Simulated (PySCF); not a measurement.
# From one method to the next for BBr⁺

What do other methods print for BBr⁺?

Method: method and basis as typed in the scripts; program: PySCF 2.14.0.

2 further runs of the same task are left out: 2 that didn't finish.

### 1 The starting structure

BBr⁺: 2 atoms, charge 1, spin multiplicity 2.

Bond lengths: B1–Br2 2.030 Å.

### 2 The base run

Contents of input.py:

```python
from pyscf import gto, scf, mp

mol = gto.M(
    atom='B 0 0 0; Br 0 0 2.03',
    basis='6-31g*',
    charge=1,
    spin=1,
    symmetry=True,
    verbose=4,
)
mf = scf.UHF(mol)
mf = mf.density_fit(auxbasis='def2-universal-jkfit')
mf.kernel()
mp.MP2(mf, frozen=10).kernel()
mf.dip_moment()
print('orbital energies (hartree):', [e[max(0, n-3):n+3].round(4) for e, n in zip(mf.mo_energy, mol.nelec)])
```

Launch:

```sh
$ OMP_NUM_THREADS=1 python input.py
```

### 3 Stability test

Variant 1 changes step after the SCF: mp2 → stability; point-group symmetry: on → off.

input.py: that of step 2 with these lines changed.

```diff
@@ -1,2 +1,2 @@
-from pyscf import gto, scf, mp
+from pyscf import gto, scf
 
@@ -7,3 +7,2 @@
     spin=1,
-    symmetry=True,
     verbose=4,
@@ -13,3 +12,3 @@
 mf.kernel()
-mp.MP2(mf, frozen=10).kernel()
+mf.stability(internal=True, external=True)
 mf.dip_moment()
```

### 4 Wb97m-v (UKS)

Variant 2 changes functional: none (Hartree–Fock) → wb97m-v; SCF type: UHF → UKS; step after the SCF: mp2 → analyze.

Contents of input.py:

```python
from pyscf import gto, dft

mol = gto.M(
    atom='B 0 0 0; Br 0 0 2.03',
    basis='6-31g*',
    charge=1,
    spin=1,
    symmetry=True,
    verbose=4,
)
mf = dft.UKS(mol, xc='wb97m-v')
mf = mf.density_fit(auxbasis='def2-universal-jkfit')
mf.kernel()
mf.analyze()
print('orbital energies (hartree):', [e[max(0, n-3):n+3].round(4) for e, n in zip(mf.mo_energy, mol.nelec)])
```

### 5 SCF alone

Variant 3 changes step after the SCF: mp2 → none.

input.py: that of step 2 with these lines changed.

```diff
@@ -1,2 +1,2 @@
-from pyscf import gto, scf, mp
+from pyscf import gto, scf
 
@@ -13,3 +13,2 @@
 mf.kernel()
-mp.MP2(mf, frozen=10).kernel()
 mf.dip_moment()
```

### 6 Population analysis

Variant 4 changes step after the SCF: mp2 → analyze.

input.py: that of step 2 with these lines changed.

```diff
@@ -1,2 +1,2 @@
-from pyscf import gto, scf, mp
+from pyscf import gto, scf
 
@@ -13,4 +13,3 @@
 mf.kernel()
-mp.MP2(mf, frozen=10).kernel()
-mf.dip_moment()
+mf.analyze()
 print('orbital energies (hartree):', [e[max(0, n-3):n+3].round(4) for e, n in zip(mf.mo_energy, mol.nelec)])
```

Q: Predict the outcome of this session. Wanted: for each run, E(SCF); from base; gap, α spin; after the SCF.

**Answer**, as computed:

```csv
run,E(SCF) (hartree),from base (eV),cycles,"gap, α spin (eV)",after the SCF
base,-2596.375411,0,13,12.30,"MP2 correlation -7.804 eV, core frozen"
stability test,-2596.375411,0.0000,13,12.30,stable
wb97m-v (UKS),-2598.085427,not comparable,12,10.32,n/a
SCF alone,-2596.375411,0.0000,13,12.30,n/a
population analysis,-2596.375411,0.0000,13,12.30,n/a
```

A lower total energy from another functional means nothing by itself. The dearest run is “wb97m-v (UKS)”, at 38 s against 0.46 s.
